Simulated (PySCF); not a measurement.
# C₄H₆SSi: electronic excitations and core binding energies

What electronic excitations and core binding energies should C₄H₆SSi (`C#C[C@H]1[SiH2]CS1`) show?

The runs use PySCF 2.14.0, with density-fitted response routines of our own; the level of theory stands in each step. All values are computed, except where a source is named. Atoms are numbered from 0 throughout.

### 1 Starting geometry

12 atoms, charge 0, multiplicity 1; geometry from: GFN2-xTB.

Bonds of the start (Å): C0–C1 1.20, C1–C2 1.43, C2–Si3 1.93, Si3–C4 1.91, C4–S5 1.84, S5–C2 1.87, C0–H6 1.05, C2–H7 1.09, Si3–H8 1.46, Si3–H9 1.46, C4–H10 1.09, C4–H11 1.09.

### 2 TDDFT and polarisability: CAM-B3LYP/def2-SVPD

Job settings and geometry (Å):

```
{"job": {"kind": "uv", "xc": "CAM-B3LYP", "basis": "def2-SVPD", "nstates": 8, "ntriplets": 3}, "charge": 0, "multiplicity": 1}
C      2.813673     0.131374     0.035130
C      1.724468    -0.304408    -0.211696
C      0.397236    -0.748793    -0.501572
Si    -0.922490    -0.433594     0.871495
C     -1.569480     0.922167    -0.308267
S     -0.478004     0.392143    -1.691133
H      3.779760     0.482846     0.241992
H      0.418612    -1.748887    -0.935053
H     -0.370449     0.052120     2.131694
H     -1.843775    -1.561613     0.990814
H     -1.337672     1.949211    -0.035194
H     -2.610680     0.866748    -0.614237
```

Level: TDDFT CAM-B3LYP/def2-SVPD, vertical, gas phase, core orbitals frozen in the response.

Started as:

```sh
OMP_NUM_THREADS=1 python probes_run.py task.json out
```

The driver reads the jobs from task.json and runs them one after another.

What it wrote:

```text
coarse grid: 11312 points
cycle   1  E = -843.0843054558  dE =  7.699e-01  |g| = 3.322e-01  |ddm| = 9.744e+00
cycle   2  E = -843.1031360927  dE = -1.883e-02  |g| = 2.515e-01  |ddm| = 1.835e+00
cycle   3  E = -843.1189163313  dE = -1.578e-02  |g| = 8.134e-02  |ddm| = 7.307e-01
cycle   4  E = -843.1202577995  dE = -1.341e-03  |g| = 4.085e-02  |ddm| = 1.558e-01
cycle   5  E = -843.1206791546  dE = -4.214e-04  |g| = 6.342e-03  |ddm| = 1.142e-01
cycle   6  E = -843.1206889675  dE = -9.813e-06  |g| = 2.061e-03  |ddm| = 2.695e-02
final grid: 100736 points
cycle   7  E = -843.2278898270  dE = -1.895e-05  |g| = 2.461e-03  |ddm| = 7.494e-02
cycle   8  E = -843.2278894187  dE =  4.083e-07  |g| = 2.871e-03  |ddm| = 8.994e-03
cycle   9  E = -843.2278914546  dE = -2.036e-06  |g| = 4.100e-04  |ddm| = 4.311e-03
cycle  10  E = -843.2278914880  dE = -3.344e-08  |g| = 2.059e-04  |ddm| = 1.010e-03
cycle  11  E = -843.2278914999  dE = -1.185e-08  |g| = 3.767e-05  |ddm| = 3.717e-04
cycle  12  E = -843.2278915004  dE = -5.321e-10  |g| = 1.006e-05  |ddm| = 9.922e-05
converged SCF energy = -843.2278915004

Static polarisability (au): isotropic 89.149, principal 72.966 87.150 107.330

Singlet excitations
state   eV       nm        f      main configurations
  1   4.4652    277.7   0.00028   H->L 0.86
  2   5.5991    221.4   0.02539   H->L+1 0.44, H-1->L 0.39
  3   5.6452    219.6   0.00761   H->L+1 0.44, H-1->L 0.38
  4   6.0107    206.3   0.00041   H-2->L 0.33, H-1->L+1 0.21, H-2->L+1 0.17
  5   6.2124    199.6   0.00942   H->L+2 0.79
  6   6.4499    192.2   0.00726   H-1->L+2 0.14, H->L+3 0.12, H-1->L+1 0.12
  7   6.5162    190.3   0.01248   H-2->L+1 0.34, H-2->L 0.12, H-2->L+8 0.10
  8   6.6049    187.7   0.04410   H->L+3 0.33, H-2->L 0.27, H-1->L+1 0.14

Triplet excitations (Tamm-Dancoff, eV): 4.0289 4.9334 5.1612
```

It took 58 s on 1 thread of Arm Neoverse N1, shared host; peak memory 0.76 GiB.

Frontier orbitals and where they lie:

| orbital | eV | atoms |
| --- | --- | --- |
| HOMO−3 | -10.02 | S5 27 %, C4 23 %, C1 13 % |
| HOMO−2 | -9.08 | C0 34 %, C1 32 %, C2 9 % |
| HOMO−1 | -8.67 | C0 27 %, C1 23 %, S5 17 % |
| HOMO | -7.92 | S5 68 %, C4 10 %, C2 6 % |
| LUMO | 0.16 | S5 31 %, Si3 22 %, C2 11 % |
| LUMO+1 | 0.90 | S5 26 %, Si3 18 %, C2 12 % |
| LUMO+2 | 1.11 | Si3 31 %, S5 13 %, H9 10 % |

With each of the 8 states as a Gaussian band of 0.4 eV half-width at 1/e, the curve within the window shown has maxima at 220 nm (ε 1,400), 190 nm (ε 2,700) L/(mol cm). Beyond the last state computed it falls off for lack of states. The curve at chosen wavelengths:

(nm, ε (L/mol/cm)): (180, 1314), (186, 2455), (191, 2708), (197, 2107), (203, 1392), (208, 1168), (214, 1275), (219, 1391), (225, 1296), (231, 960), (236, 634), (242, 325), (248, 142), (253, 66), (259, 27), (265, 15), (270, 12), (276, 12), (282, 11), (287, 10), (293, 8), (298, 6), (304, 5), (310, 3), (315, 2), (321, 1)

Leading natural transition orbitals of singlet state 8: the hole lies on C0 33 %; C1 25 %; S5 10 %; the particle on S5 16 %; H7, H8 about 12 % each; Si3 12 %.

Leading natural transition orbitals of singlet state 1: the hole lies on S5 80 %; the particle on S5 42 %; C2 13 %; Si3 9 %.

Further results of this job:

| property | computed |
| --- | --- |
| dipole moment (D) | 2.07 |
| polarisability (Å³) | 13.21 |
| HOMO–LUMO gap (eV) | 8.08 |
| −ε(HOMO) (eV) | 7.92 |

The fields below are evaluated on a grid from the run's orbitals.

Frontier orbitals at CAM-B3LYP/def2-SVPD, with the share of their density that lies nearest to each atom:

| orbital | energy (eV) | lies on |
| --- | --- | --- |
| HOMO | -7.92 | S5 77 % |
| LUMO | 0.16 | S5 23 %; H8, H9 about 12 % each; Si3 13 % |

ELF in a plane through or near 4 of the atoms.

Values, 10 rows by 14 columns:
```
0.00 0.00 0.00 0.00 0.00 0.00 0.00 0.00 0.00 0.00 0.00 0.00 0.00 0.00
0.00 0.00 0.00 0.00 0.00 0.00 0.00 0.00 0.00 0.00 0.00 0.00 0.00 0.00
0.00 0.00 0.00 0.00 0.00 0.00 0.02 0.02 0.05 0.12 0.02 0.00 0.00 0.00
0.00 0.00 0.16 0.31 0.46 0.24 0.03 0.08 0.87 0.68 0.39 0.03 0.00 0.00
0.00 0.00 0.95 0.99 0.41 0.80 0.05 0.06 0.56 0.52 0.89 0.14 0.00 0.00
0.00 0.00 0.55 0.81 0.70 0.72 0.22 0.31 0.47 0.71 0.10 0.00 0.00 0.00
0.00 0.00 0.02 0.27 0.52 0.34 0.18 0.12 0.33 0.71 0.07 0.00 0.00 0.00
0.00 0.00 0.00 0.00 0.06 0.01 0.02 0.14 0.96 1.00 0.63 0.00 0.00 0.00
0.00 0.00 0.00 0.00 0.00 0.00 0.00 0.02 0.56 0.81 0.05 0.00 0.00 0.00
0.00 0.00 0.00 0.00 0.00 0.00 0.00 0.00 0.00 0.00 0.00 0.00 0.00 0.00
```
The map spans 12.6 Å across and 9.1 Å up, centred on the molecule. Atoms in the plane (x, y in Å): C0 (-2.8, 0.3), Si3 (0.9, -0.9), C4 (1.6, 0.8), H6 (-3.7, 0.5).

log10 of the density (e/Å³) in the same plane.

Ten even steps from ' ' (-4.0) to '@' (1.2):
```
                                                        
                                                        
                        ................                
                      ....::::::::::::::..              
          ....::::::::::::------======--::..            
      ..::----------------====++****++====--..          
      ::--====++++==========++**######**++--::..        
    ..--==++********++++====++**##%%####**==--..        
    ..==++##%%%%%%####**++++++**%%%%####**==--..        
    ..==++####@@%%%%##**++++****######**++==::..        
    ..--==**##########********######**++==--::..        
    ..::--==++****##********##@@@@****++==::..          
      ..::--==++++++++++++**##@@%%##**++==::..          
        ..::----==========++****####**++==::..          
          ..::::--------====++****##**++==::..          
                ........::--====++++++==--..            
                        ..::----======--::..            
                          ..::::----::::..              
                                ......                  
                                                        
```
The map spans 12.6 Å across and 9.1 Å up, centred on the molecule. Atoms in the plane (x, y in Å): C0 (-2.8, 0.3), Si3 (0.9, -0.9), C4 (1.6, 0.8), H6 (-3.7, 0.5).

On the surface of density 0.002 e/bohr³ the electrostatic potential runs, from the 1st to the 99th percentile, from -1.10 V near S5 to 1.52 V near Si3.

### 3 Core holes by ΔSCF: SCAN, X2C

The job, as its differences from that of step 2:

```diff
@@ -1,2 +1,2 @@
-{"job": {"kind": "uv", "xc": "CAM-B3LYP", "basis": "def2-SVPD", "nstates": 8, "ntriplets": 3}, "charge": 0, "multiplicity": 1}
+{"job": {"kind": "xps"}, "charge": 0, "multiplicity": 1}
 C      2.813673     0.131374     0.035130
```

Method: delta-SCF UKS SCAN, pcX-2 on the ionised atom, pcseg-1 elsewhere, spin-free X2C.

What it wrote:

```text
ground state, core basis on atom 0 (C), 153 functions
  cycle   1  E = -845.03386271  |g| = 4.90e-01
  cycle   2  E = -844.99670107  |g| = 5.93e-01
  cycle   3  E = -845.09934620  |g| = 8.48e-02
  cycle   4  E = -845.10102438  |g| = 4.52e-02
  cycle   5  E = -845.10152642  |g| = 2.03e-02
  cycle   6  E = -845.10161034  |g| = 9.01e-03
  cycle   7  E = -845.10163494  |g| = 1.43e-03
  cycle   8  E = -845.10163511  |g| = 3.79e-04
  E(ground) = -845.15627852 Eh
hole in C 1s of atom 0
  cycle   1  E = -833.86855108  |g| = 1.51e+00
  cycle   2  E = -830.62454074  |g| = 2.48e+00
  cycle   3  E = -833.96376975  |g| = 8.42e-01
  cycle   4  E = -834.31189221  |g| = 5.36e-01
  cycle   5  E = -834.39976404  |g| = 3.28e-01
  cycle   6  E = -834.45095054  |g| = 6.17e-02
  cycle   7  E = -834.45333140  |g| = 1.73e-02
  cycle   8  E = -834.45355921  |g| = 1.23e-02
  cycle   9  E = -834.45369515  |g| = 6.06e-03
  cycle  10  E = -834.45377485  |g| = 3.59e-03
  cycle  11  E = -834.45380219  |g| = 2.04e-03
  cycle  12  E = -834.45380658  |g| = 1.10e-03
  cycle  13  E = -834.45380635  |g| = 3.79e-04
  E(ion) = -834.50796547 Eh   <S^2> = 0.8156   hole on atom = 1.000   binding energy = 289.755 eV
ground state, core basis on atom 1 (C), 153 functions
  cycle   1  E = -845.10158646  |g| = 6.64e-02
  cycle   2  E = -845.09948888  |g| = 9.62e-02
  cycle   3  E = -845.10137287  |g| = 4.61e-02
  cycle   4  E = -845.10189114  |g| = 1.23e-02
  cycle   5  E = -845.10193405  |g| = 1.18e-03
  cycle   6  E = -845.10193469  |g| = 3.04e-04
  E(ground) = -845.15671127 Eh
hole in C 1s of atom 1
  cycle   1  E = -833.85416069  |g| = 1.51e+00
  cycle   2  E = -830.47952878  |g| = 2.61e+00
  cycle   3  E = -833.81473527  |g| = 8.84e-01
  cycle   4  E = -834.15710056  |g| = 7.19e-01
  cycle   5  E = -834.39012356  |g| = 2.68e-01
  cycle   6  E = -834.41742751  |g| = 1.27e-01
  cycle   7  E = -834.42655195  |g| = 2.73e-02
  cycle   8  E = -834.42715628  |g| = 1.32e-02
  cycle   9  E = -834.42743571  |g| = 8.42e-03
  cycle  10  E = -834.42765352  |g| = 6.39e-03
  cycle  11  E = -834.42773490  |g| = 3.68e-03
  cycle  12  E = -834.42775705  |g| = 1.70e-03
  cycle  13  E = -834.42775851  |g| = 7.46e-04
  cycle  14  E = -834.42776049  |g| = 3.22e-04
  E(ion) = -834.48151440 Eh   <S^2> = 0.8534   hole on atom = 1.000   binding energy = 290.487 eV
ground state, core basis on atom 2 (C), 153 functions
  cycle   1  E = -845.09991095  |g| = 6.12e-02
  cycle   2  E = -845.09926028  |g| = 5.59e-02
  cycle   3  E = -845.09922889  |g| = 5.65e-02
  cycle   4  E = -845.10005562  |g| = 1.13e-02
  cycle   5  E = -845.10008504  |g| = 1.74e-03
  cycle   6  E = -845.10008465  |g| = 2.69e-04
  E(ground) = -845.15353137 Eh
hole in C 1s of atom 2
  cycle   1  E = -833.80463633  |g| = 1.52e+00
  cycle   2  E = -832.31466942  |g| = 2.25e+00
  cycle   3  E = -834.14543484  |g| = 6.93e-01
  cycle   4  E = -834.22692991  |g| = 5.52e-01
  cycle   5  E = -834.38837093  |g| = 1.30e-01
  cycle   6  E = -834.39618180  |g| = 3.21e-02
  cycle   7  E = -834.39680946  |g| = 1.24e-02
  cycle   8  E = -834.39691845  |g| = 6.06e-03
  cycle   9  E = -834.39695636  |g| = 3.23e-03
  cycle  10  E = -834.39697635  |g| = 2.52e-03
  cycle  11  E = -834.39699051  |g| = 1.49e-03
  cycle  12  E = -834.39699845  |g| = 9.20e-04
  cycle  13  E = -834.39700271  |g| = 6.00e-04
  cycle  14  E = -834.39700419  |g| = 2.96e-04
  E(ion) = -834.45073878 Eh   <S^2> = 0.7859   hole on atom = 1.000   binding energy = 291.238 eV
ground state, core basis on atom 3 (Si), 164 functions
  cycle   1  E = -845.19242393  |g| = 2.87e-01
  cycle   2  E = -845.19242372  |g| = 4.04e-02
  cycle   3  E = -845.19213814  |g| = 4.49e-02
  cycle   4  E = -845.19248792  |g| = 2.27e-02
  cycle   5  E = -845.19261854  |g| = 5.61e-03
  cycle   6  E = -845.19262330  |g| = 7.33e-04
  cycle   7  E = -845.19262532  |g| = 1.23e-04
  E(ground) = -845.20490932 Eh
hole in Si 1s of atom 3
  cycle   1  E = -776.24613326  |g| = 4.35e+00
  cycle   2  E = -774.89629102  |g| = 2.56e+00
  cycle   3  E = -774.15169249  |g| = 2.04e+00
  cycle   4  E = -777.24641196  |g| = 3.43e-01
  cycle   5  E = -777.16671573  |g| = 5.19e-01
  cycle   6  E = -777.30334886  |g| = 1.39e-01
  cycle   7  E = -777.31345387  |g| = 4.26e-02
  cycle   8  E = -777.31433050  |g| = 1.72e-02
  cycle   9  E = -777.31450193  |g| = 4.34e-03
  cycle  10  E = -777.31451226  |g| = 1.22e-03
  cycle  11  E = -777.31451318  |g| = 6.61e-04
  cycle  12  E = -777.31451401  |g| = 2.81e-04
  E(ion) = -777.33452690 Eh   <S^2> = 0.7528   hole on atom = 1.000   binding energy = 1846.847 eV
hole in Si 2p of atom 3
  cycle   1  E = -840.90418219  |g| = 1.24e+00
  cycle   2  E = -839.51198099  |g| = 1.65e+00
  cycle   3  E = -840.87257150  |g| = 7.27e-01
  cycle   4  E = -841.21271463  |g| = 2.02e-01
  cycle   5  E = -841.19969641  |g| = 2.62e-01
  cycle   6  E = -841.23331511  |g| = 7.59e-02
  cycle   7  E = -841.23683837  |g| = 1.56e-02
  cycle   8  E = -841.23696558  |g| = 5.60e-03
  cycle   9  E = -841.23698374  |g| = 2.05e-03
  cycle  10  E = -841.23698693  |g| = 9.54e-04
  cycle  11  E = -841.23698794  |g| = 5.83e-04
  cycle  12  E = -841.23698822  |g| = 4.03e-04
  E(ion) = -841.26075011 Eh   <S^2> = 0.7543   hole on atom = 1.002   binding energy = 107.326 eV
  2p3/2 = 107.102 eV   2p1/2 = 107.725 eV
ground state, core basis on atom 4 (C), 153 functions
  cycle   1  E = -845.09917407  |g| = 6.15e-02
  cycle   2  E = -845.09912580  |g| = 2.93e-02
  cycle   3  E = -845.09913864  |g| = 2.95e-02
  cycle   4  E = -845.09932219  |g| = 1.52e-02
  cycle   5  E = -845.09938263  |g| = 2.24e-03
  cycle   6  E = -845.09938368  |g| = 3.62e-04
  E(ground) = -845.15287999 Eh
hole in C 1s of atom 4
  cycle   1  E = -833.82916025  |g| = 1.51e+00
  cycle   2  E = -831.24557107  |g| = 2.41e+00
  cycle   3  E = -833.51617156  |g| = 1.15e+00
  cycle   4  E = -834.35736812  |g| = 3.39e-01
  cycle   5  E = -834.36083886  |g| = 3.27e-01
  cycle   6  E = -834.40489554  |g| = 1.64e-01
  cycle   7  E = -834.41859796  |g| = 2.16e-02
  cycle   8  E = -834.41883675  |g| = 9.47e-03
  cycle   9  E = -834.41889487  |g| = 3.50e-03
  cycle  10  E = -834.41890472  |g| = 2.15e-03
  cycle  11  E = -834.41890952  |g| = 7.79e-04
  cycle  12  E = -834.41891184  |g| = 3.72e-04
  E(ion) = -834.47252634 Eh   <S^2> = 0.7779   hole on atom = 1.000   binding energy = 290.627 eV
ground state, core basis on atom 5 (S), 164 functions
  cycle   1  E = -845.24733376  |g| = 4.06e-01
  cycle   2  E = -845.24702115  |g| = 5.03e-02
  cycle   3  E = -845.24549496  |g| = 8.91e-02
  cycle   4  E = -845.24763668  |g| = 1.50e-02
  cycle   5  E = -845.24765874  |g| = 1.24e-02
  cycle   6  E = -845.24769643  |g| = 3.90e-04
  cycle   7  E = -845.24769781  |g| = 2.34e-04
  E(ground) = -845.28657873 Eh
hole in S 1s of atom 5
  cycle   1  E = -753.00981411  |g| = 5.08e+00
  cycle   2  E = -750.70517881  |g| = 2.87e+00
  cycle   3  E = -736.94814800  |g| = 3.89e+00
  cycle   4  E = -754.17097895  |g| = 3.66e-01
  cycle   5  E = -754.18880440  |g| = 3.04e-01
  cycle   6  E = -754.22187769  |g| = 1.83e-01
  cycle   7  E = -754.23585484  |g| = 7.70e-02
  cycle   8  E = -754.23876175  |g| = 2.43e-02
  cycle   9  E = -754.23908495  |g| = 6.12e-03
  cycle  10  E = -754.23910514  |g| = 1.30e-03
  cycle  11  E = -754.23910764  |g| = 5.38e-04
  cycle  12  E = -754.23910774  |g| = 3.67e-04
  E(ion) = -754.26972168 Eh   <S^2> = 0.7523   hole on atom = 1.000   binding energy = 2476.695 eV
hole in S 2p of atom 5
  cycle   1  E = -838.57250055  |g| = 1.53e+00
  cycle   2  E = -836.26428350  |g| = 2.12e+00
  cycle   3  E = -837.97876617  |g| = 1.28e+00
  cycle   4  E = -838.99210714  |g| = 2.44e-01
  cycle   5  E = -838.94669907  |g| = 3.81e-01
  cycle   6  E = -839.02157841  |g| = 9.25e-02
  cycle   7  E = -839.02548263  |g| = 3.42e-02
  cycle   8  E = -839.02610627  |g| = 9.60e-03
  cycle   9  E = -839.02615576  |g| = 3.27e-03
  cycle  10  E = -839.02616465  |g| = 1.23e-03
  cycle  11  E = -839.02616682  |g| = 7.32e-04
  cycle  12  E = -839.02616862  |g| = 4.95e-04
  E(ion) = -839.07204866 Eh   <S^2> = 0.7539   hole on atom = 1.001   binding energy = 169.106 eV
  2p3/2 = 168.927 eV   2p1/2 = 170.191 eV
```

Wall time 2.9 min (1 thread of Arm Neoverse N1, shared host); peak memory 0.68 GiB.

Binding energies by hole, beside the orbital energy of the ground state; the difference holds orbital relaxation and, for a density functional, its self-interaction error:

| hole | stands for | environment | ΔSCF (eV; 2p as the shell's mean) | −ε (eV) | ⟨S²⟩ |
| --- | --- | --- | --- | --- | --- |
| C1s on C0 | C0 | terminal alkyne carbon | 289.76 | 273.3 | 0.816 |
| C1s on C1 | C1 | alkyne carbon | 290.49 (doubtful) | 273.7 | 0.853 |
| C1s on C2 | C2 | propargylic sp3 CH bonded to S and Si | 291.24 | 275.0 | 0.786 |
| Si1s on Si3 | Si3 | silicon bonded to 2 C, 2 H, in a 4-membered ring | 1846.85 | 1793.9 | 0.753 |
| Si2p on Si3 | Si3 | silicon bonded to 2 C, 2 H, in a 4-membered ring | 107.31 | 96.8 | 0.754 |
| C1s on C4 | C4 | sp3 CH2 bonded to S and Si | 290.63 | 274.3 | 0.778 |
| S1s on S5 | S5 | sulfide sulfur | 2476.69 | 2414.9 | 0.752 |
| S2p on S5 | S5 | sulfide sulfur | 169.35 | 158.0 | 0.754 |

Doubtful: the ion did not converge, its hole moved, or its ⟨S²⟩ is well above 0.75.

With the spin-orbit splitting: Si3 2p3/2 107.10, 2p1/2 107.73 eV; S5 2p3/2 168.93, 2p1/2 170.19 eV. The table gives each 2p level as the mean over the whole 2p shell (two parts 2p3/2, one part 2p1/2), which differs a little from the single hole in the log.

### 4 Results

| quantity | value |
| --- | --- |
| lowest singlet (CAM-B3LYP/def2-SVPD) | 4.47 eV (278 nm), f = 0.000 |
| brightest single state of those computed | state 8, 6.60 eV, f = 0.044 |
| lowest triplet | 4.03 eV |
| surface potential, 1st and 99th percentile | -1.10 V and 1.52 V |
| C1s binding energies, SCAN/pcX-2 (standing for 3 of 4 atoms) | C2 291.24, C4 290.63, C0 289.76 eV |
| Si1s binding energies, SCAN/pcX-2 | Si3 1846.85 eV |
| Si2p binding energies, SCAN/pcX-2 | Si3 107.31 eV |
| S1s binding energies, SCAN/pcX-2 | S5 2476.69 eV |
| S2p binding energies, SCAN/pcX-2 | S5 169.35 eV |

In words: The first singlet state (HOMO→LUMO 0.86) lies at 4.47 eV and is dark; of the 8 states computed, the strongest absorption comes from state 8 at 6.60 eV (the last computed, so partners may be missing). The lowest triplet lies 0.44 eV below the lowest singlet (triplets in Tamm-Dancoff, singlets in full TDDFT). C2 (propargylic sp3 CH bonded to S and Si) binds its C1s electron 1.48 eV more tightly than C0 (terminal alkyne carbon). Only 3 of the 4 C atoms are covered by sound results.
